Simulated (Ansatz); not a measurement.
Input of an Ansatz 0.2.0 run:

input.yaml

```yaml
crystal:
  lattice:
    - [6.0437, 0.09549, -0.45385]
    - [-2.57588, 5.5423, 0.02961]
    - [-1.21315, -2.06132, 13.92196]
  atoms:
    - { symbol: Ba, position: [0.88251, 0.01561, 0.4732] }
    - { symbol: Ba, position: [0.57886, 0.79688, 0.88922] }
    - { symbol: V, position: [0.26936, 0.1058, 0.98468], spin: 2.0 }
    - { symbol: V, position: [0.11629, 0.5582, 0.33914], spin: 2.0 }
    - { symbol: V, position: [0.60807, 0.30696, 0.66552], spin: 2.0 }
    - { symbol: Tl, position: [0.48361, 0.28991, 0.38373] }
    - { symbol: Tl, position: [0.08311, 0.07485, 0.74869] }
    - { symbol: Tl, position: [0.77279, 0.89398, 0.17719] }
    - { symbol: Tl, position: [0.29791, 0.66599, 0.60107] }
    - { symbol: Tl, position: [0.97201, 0.46636, 0.0474] }
    - { symbol: O, position: [0.02458, 0.05647, 0.04354] }
    - { symbol: O, position: [0.16369, 0.86975, 0.88754] }
    - { symbol: O, position: [0.33585, 0.37289, 0.93818] }
    - { symbol: O, position: [0.53308, 0.10242, 0.04892] }
    - { symbol: O, position: [0.42674, 0.67762, 0.40063] }
    - { symbol: O, position: [0.95197, 0.64202, 0.41211] }
    - { symbol: O, position: [0.00696, 0.24041, 0.32565] }
    - { symbol: O, position: [0.08373, 0.64865, 0.23032] }
    - { symbol: O, position: [0.8589, 0.33214, 0.61652] }
    - { symbol: O, position: [0.63673, 0.58163, 0.7239] }
    - { symbol: O, position: [0.56343, 0.0992, 0.74423] }
    - { symbol: O, position: [0.34984, 0.20226, 0.56862] }
hamiltonian:
  xc: pbe
  pseudopotentials: { kind: paw }
magnetization:
  spin_polarized: true
kpoints:
  mp_grid: { grid: [3, 3, 2] }
scf:
  occupations: { method: gaussian, width: 0.01 }
output:
  forces: true
  stress: true
elastic:
  mode: relaxed_ion
  stencil: two_point
```

Potentials or basis: Ansatz PAW.

Launch:

```sh
$ ansatz run input.yaml --threads 8 --pin off --max-ram 20480MiB --backend cpu --events-out ev --progress --plain --runs-dir out
```

Q: Estimate the Voigt bulk modulus.

A: 18 GPa.

Q: What does it give for the band gap on the k mesh?

A: 3.08 eV, indirect (least direct gap 3.11 eV).

Q: What does it give for the pressure?

A: 0.0 GPa.

Q: What does it give for the absolute moment?

A: 0.00 μB per cell.

Elastic tensor in Voigt notation (GPa, in the Cartesian axes of the cell as first typed):
```
35 16 12 -1  3 -7
16 24 11  0  3 -5
12 11 25  1  1 -1
-1  0  1  7  0 -1
 3  3  1  0  5  1
-7 -5 -1 -1  1 11
```

Caveat: odd divisions of the mesh miss points on the zone boundary, where band edges often lie, so the gap on the mesh can be too wide; the pressure holds a Pulay correction of +0.3 GPa for the finite cutoff; spin-orbit coupling is left out, which as a rule narrows the gap of such compounds by several tenths of an eV. A k mesh can miss the band edges.
